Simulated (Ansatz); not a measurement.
# ClFH4OW: molecular dynamics

Aim: follow the molecule's vibrations and see whether its bonds hold. The start is relaxed first. Runs: 300 steps of 0.5 fs at constant energy, with velocities drawn for 3000 K.

All numbers below are computed with Ansatz 0.2.0 (RKS PBE-D4/def2-SVP).

## Step 1: The system as given

Bond lengths: W1–O2 1.940 Å, O2–H3 1.010 Å, W1–Cl4 2.390 Å, W1–H5 1.720 Å, W1–H6 1.720 Å, W1–F7 1.850 Å, W1–H8 1.720 Å. Angles (14 of 16 angles, heavy atoms first): O2–W1–Cl4 90.0°, O2–W1–F7 90.0°, Cl4–W1–F7 90.0°, W1–O2–H3 109.5°, O2–W1–H5 90.0°, O2–W1–H6 90.0°, O2–W1–H8 180.0°, Cl4–W1–H5 90.0°, Cl4–W1–H6 180.0°, Cl4–W1–H8 90.0°, H5–W1–F7 180.0°, H6–W1–F7 90.0°, F7–W1–H8 90.0°, H5–W1–H6 90.0°.

As a file:

```xyz
8

W     0.0000    0.0000    0.0000
O     0.0000    0.0000    1.9400
H    -0.9095   -0.2814    2.2771
Cl    2.3900    0.0000    0.0000
H     0.0000    1.7200    0.0000
H    -1.7200    0.0000    0.0000
F     0.0000   -1.8500    0.0000
H     0.0000    0.0000   -1.7200
```

## Step 2: Relaxing the start

Input file input.yaml:

```yaml
crystal:
  periodic: [false, false, false]
  atoms:
    - { symbol: W, position_ang: [0.0, 0.0, 0.0] }
    - { symbol: O, position_ang: [0.0, 0.0, 1.94] }
    - { symbol: H, position_ang: [-0.9095, -0.2814, 2.2771] }
    - { symbol: Cl, position_ang: [2.39, 0.0, 0.0] }
    - { symbol: H, position_ang: [0.0, 1.72, 0.0] }
    - { symbol: H, position_ang: [-1.72, 0.0, 0.0] }
    - { symbol: F, position_ang: [0.0, -1.85, 0.0] }
    - { symbol: H, position_ang: [0.0, 0.0, -1.72] }
basis:
  gaussian: { orbitals: def2-SVP }
hamiltonian:
  xc: pbe
  dispersion: d4
relax:
  f_tol: 0.02
  max_steps: 40
```

The run is started by

```bash
$ ansatz run input.yaml --threads 2 --pin off --max-ram 3072MiB --backend cpu --events-out ev --progress --plain --runs-dir out
```

After this run come: Dynamics.

Before running it: what results should come out? Wanted: relaxation of the start; temperature, first and last step; temperature, second half; potential energy, second half; largest change of the total energy; bonds formed or broken.

**Answer**, as computed:

```
                          quantity                            value
           relaxation of the start         12 moves, 3.148 eV lower
                            length              300 steps of 0.5 fs
  temperature, first and last step                  3000 and 2093 K
          temperature, second half  mean 1451 K, from 679 to 2093 K
     potential energy, second half     +151 meV/atom from the start
largest change of the total energy                    1.04 meV/atom
            bonds formed or broken                                0
```

**Reading.** The temperature starts at 3000 K and averages 1451 K in the second half, where it ranges from 679 to 2093 K. About half is expected from a start at a minimum: kinetic energy passes into potential energy until both shares match. The total energy strays from its start by at most 1.04 meV/atom, 0.7 % of the mean kinetic energy, so a step of 0.5 fs is short enough over this time. The bonds all hold. Averages from a run of 150 fs with 8 atoms are rough. The nuclei move classically, without zero-point motion, which matters most for hydrogen.
